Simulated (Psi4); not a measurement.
# TPSSh/def2-SVP run of GeF4 (SMILES [F][Ge]([F])([F])[F])

What is the energy change on altering one bond length of GeF4 at TPSSh/def2-SVP? 

Program for the calculation: Psi4 1.11.

10 further runs of the same task are left out: 7 that didn't finish, 3 set aside as unsound or not needed.

**1. The molecule**

GeF4: 5 atoms, total charge 0, spin state singlet. SMILES: `[F][Ge]([F])([F])[F]`. The coordinates come from a PBE0-D4/def2-TZVP relaxation.

Bond lengths: F1–Ge2 1.691 Å, Ge2–F3 1.691 Å, Ge2–F4 1.692 Å, Ge2–F5 1.691 Å. Angles: F1–Ge2–F3 109.5°, F1–Ge2–F4 109.5°, F1–Ge2–F5 109.5°, F3–Ge2–F4 109.5°, F3–Ge2–F5 109.5°, F4–Ge2–F5 109.5°.

**2. A single-point energy at TPSSh/def2-SVP**

File job.json:

```json
{
 "schema_name": "qcschema_input",
 "schema_version": 1,
 "molecule": {
  "schema_name": "qcschema_molecule",
  "schema_version": 2,
  "symbols": ["F", "Ge", "F", "F", "F"],
  "geometry": [-0.85884273, 0.18037436, 3.07363954, 0.0, 0.0, 0.0, 2.41539124, -2.07032725, -0.31152135, -2.48699296, -0.99392035, -1.74484082, 0.93044445, 2.88389214, -1.01727737],
  "molecular_charge": 0,
  "molecular_multiplicity": 1,
  "fix_symmetry": "c1"
 },
 "driver": "energy",
 "model": {
  "method": "tpssh",
  "basis": "def2-SVP"
 },
 "keywords": {
  "puream": true,
  "e_convergence": 1e-09,
  "d_convergence": 1e-08,
  "scf_type": "pk",
  "dft_radial_points": 99,
  "dft_spherical_points": 590,
  "scf_properties": ["DIPOLE", "WIBERG_LOWDIN_INDICES", "MULLIKEN_CHARGES"]
 }
}
```

Command:

```
$ psi4 --qcschema job.json -n 1 --memory 2200MB
```

stdout:

```text
[...]
  Running in c1 symmetry.
[...]
  Nuclear repulsion =  453.504144991103203
[...]
  Multiplicity = 1
[...]
  Nalpha       = 34
  Nbeta        = 34
[...]
    Number of basis functions: 88
[...]
   @RKS iter   1: -2474.77783271315639   -2.24703e+00   2.67674e-02 ADIIS/DIIS
[...]
   @RKS iter  10: -2475.88307424467848   -1.81899e-12   3.77221e-09 DIIS
[...]
    Orbital Energies [Eh]
    ---------------------
    Doubly Occupied:
       1A   -398.550431     2A    -49.682277     3A    -44.187734
       4A    -44.187734     5A    -44.187734     6A    -24.640087
       7A    -24.640033     8A    -24.640032     9A    -24.640029
      10A     -6.281186    11A     -4.449814    12A     -4.449814
      13A     -4.449813    14A     -1.303960    15A     -1.303959
      16A     -1.303958    17A     -1.282706    18A     -1.282705
      19A     -1.190833    20A     -1.140219    21A     -1.140217
      22A     -1.140214    23A     -0.596057    24A     -0.499979
      25A     -0.499978    26A     -0.499975    27A     -0.437731
      28A     -0.437726    29A     -0.431652    30A     -0.431652
      31A     -0.431650    32A     -0.414116    33A     -0.414114
      34A     -0.414112
[...]
  @RKS Final Energy: -2475.88307424467848
   => Energetics <=
    Nuclear Repulsion Energy =            453.5041449911032032
    One-Electron Energy =               -4353.3980688906995056
    Two-Electron Energy =                1533.2478432816697023
    DFT Exchange-Correlation Energy =    -109.2369936267518824
    Empirical Dispersion Energy =           0.0000000000000000
    VV10 Nonlocal Energy =                  0.0000000000000000
    Total Energy =                      -2475.8830742446784825
[...]
 Multipole Moments:
 ------------------------------------------------------------------------------------
     Multipole            Electronic (a.u.)      Nuclear  (a.u.)        Total (a.u.)
 ------------------------------------------------------------------------------------
 L = 1.  Multiply by 2.5417464519 to convert [e a0] to [Debye]
 Dipole X            :          0.0000050            0.0000000            0.0000050
 Dipole Y            :         -0.0000050            0.0000072            0.0000023
 Dipole Z            :          0.0000050           -0.0000000            0.0000050
 Magnitude           :                                                    0.0000074
[...]
  Mulliken Charges: (a.u.)
   Center  Symbol    Alpha    Beta     Spin     Total
       1     F     4.66692  4.66692  0.00000 -0.33384
       2    GE    15.33231 15.33231  0.00000  1.33537
       3     F     4.66692  4.66692  0.00000 -0.33384
       4     F     4.66692  4.66692  0.00000 -0.33385
       5     F     4.66692  4.66692  0.00000 -0.33384
   Total alpha = 34.00000, Total beta = 34.00000, Total charge =  0.00000
  Wiberg Bond Indices using Orthogonal Lowdin Orbitals:
[...]
```

The result, in JSON:

```text
{
 "driver": "energy",
 "model": {
  "method": "tpssh",
  "basis": "def2-SVP"
 },
 "success": true,
 "return_result": -2475.8830742446785,
 "properties": {
  "calcinfo_nbasis": 88,
  "calcinfo_nmo": 88,
  "calcinfo_nalpha": 34,
  "calcinfo_nbeta": 34,
  "calcinfo_natom": 5,
  "nuclear_repulsion_energy": 453.5041449911032,
  "return_energy": -2475.8830742446785,
  "scf_one_electron_energy": -4353.3980688906995,
  "scf_two_electron_energy": 1533.2478432816697,
  "scf_xc_energy": -109.23699362675188,
  "scf_dipole_moment": [4.990357636236453e-06, 2.2536956870711222e-06, 4.990421913708687e-06],
  "scf_total_energy": -2475.8830742446785,
  "scf_iterations": 10
 }
}
```

Run time: 14 s. Hardware: 1 thread of Intel Xeon 6975P-C (Granite Rapids), shared host; peak memory 0.94 GiB.

**3. The distorted shape at the same level**

File job.dat:

```
memory 2.2 GB

molecule {
  F
  Ge 1 1.691498
  F 2 1.9452 1 109.46869
  F 2 1.691504 1 109.47443 3 120.00006
  F 2 1.691499 1 109.47042 4 119.99831
  symmetry c1
  no_reorient
  no_com
}

set basis def2-SVP
set puream true
set e_convergence 1e-09
set d_convergence 1e-08
set scf_type pk
set dft_radial_points 99
set dft_spherical_points 590

e, wfn = energy('tpssh', return_wfn=True)
oeprop(wfn, 'MAYER_INDICES', 'QUADRUPOLE', 'DIPOLE')
print_variables()
```

Command:

```
$ psi4 job.dat job.out -n 1
```

job.out:

```text
[...]
  Running in c1 symmetry.
[...]
  Nuclear repulsion =  438.452739342612801
[...]
  Multiplicity = 1
[...]
  Nalpha       = 34
  Nbeta        = 34
[...]
    Number of basis functions: 88
[...]
   @RKS iter   1: -2474.76054574401542   -2.47170e+00   2.65991e-02 ADIIS/DIIS
[...]
   @RKS iter  11: -2475.86016597915159    1.81899e-12   6.37829e-09 DIIS
[...]
    Orbital Energies [Eh]
    ---------------------
    Doubly Occupied:
       1A   -398.567060     2A    -49.698287     3A    -44.204522
       4A    -44.203504     5A    -44.203504     6A    -24.652601
       7A    -24.652561     8A    -24.652558     9A    -24.608093
      10A     -6.294186    11A     -4.462775    12A     -4.462543
      13A     -4.462542    14A     -1.316082    15A     -1.316080
      16A     -1.303433    17A     -1.294756    18A     -1.294755
      19A     -1.189601    20A     -1.151272    21A     -1.151268
      22A     -1.093522    23A     -0.598966    24A     -0.505175
      25A     -0.505172    26A     -0.482582    27A     -0.445660
      28A     -0.445659    29A     -0.433848    30A     -0.433847
      31A     -0.424725    32A     -0.418163    33A     -0.377052
      34A     -0.377051
[...]
  @RKS Final Energy: -2475.86016597915159
   => Energetics <=
    Nuclear Repulsion Energy =            438.4527393426128015
    One-Electron Energy =               -4323.0991576422384242
    Two-Electron Energy =                1517.9481405971305321
    DFT Exchange-Correlation Energy =    -109.1618882766565406
    Empirical Dispersion Energy =           0.0000000000000000
    VV10 Nonlocal Energy =                  0.0000000000000000
    Total Energy =                      -2475.8601659791515885
[...]
 Multipole Moments:
 ------------------------------------------------------------------------------------
     Multipole            Electronic (a.u.)      Nuclear  (a.u.)        Total (a.u.)
 ------------------------------------------------------------------------------------
 L = 1.  Multiply by 2.5417464519 to convert [e a0] to [Debye]
 Dipole X            :          0.0000088           -0.0000060            0.0000029
 Dipole Y            :          0.4934545           -0.1728885            0.3205660
 Dipole Z            :         -0.1744461            0.0611178           -0.1133283
 Magnitude           :                                                    0.3400086
 L = 2.  Multiply by 1.3450342976 to convert [e a0^2] to [Debye ang]
 Quadrupole XX       :       -150.1468423          122.6054859          -27.5413563
 Quadrupole XY       :          0.0027725           -0.0026707            0.0001018
[...]
```

Run time: 16 s. Hardware: 1 thread of Intel Xeon 6975P-C (Granite Rapids), shared host; peak memory 0.94 GiB.

**4. Results**

Level: TPSSh/def2-SVP.

```
                                                          quantity           value
                                         first shape: total energy  -2475.88307 Eh
                                        first shape: dipole moment          0.00 D
                                          first shape: HOMO energy       -11.27 eV
                                          first shape: LUMO energy        -2.16 eV
                                        first shape: HOMO–LUMO gap         9.11 eV
                                     distorted shape: total energy  -2475.86017 Eh
                                    distorted shape: dipole moment          0.86 D
                                      distorted shape: HOMO energy       -10.26 eV
                                      distorted shape: LUMO energy        -3.28 eV
                                    distorted shape: HOMO–LUMO gap         6.98 eV
energy change with the Ge2–F3 bond stretched from 1.691 to 1.945 Å        0.623 eV
```

What this shows: With the Ge2–F3 bond stretched from 1.691 to 1.945 Å the energy rises by 0.62 eV (14.4 kcal/mol). The first shape isn't relaxed at this level, so the change isn't measured from a minimum. Mulliken charges (first shape) run from -0.33 on F4 to +1.34 on Ge2.
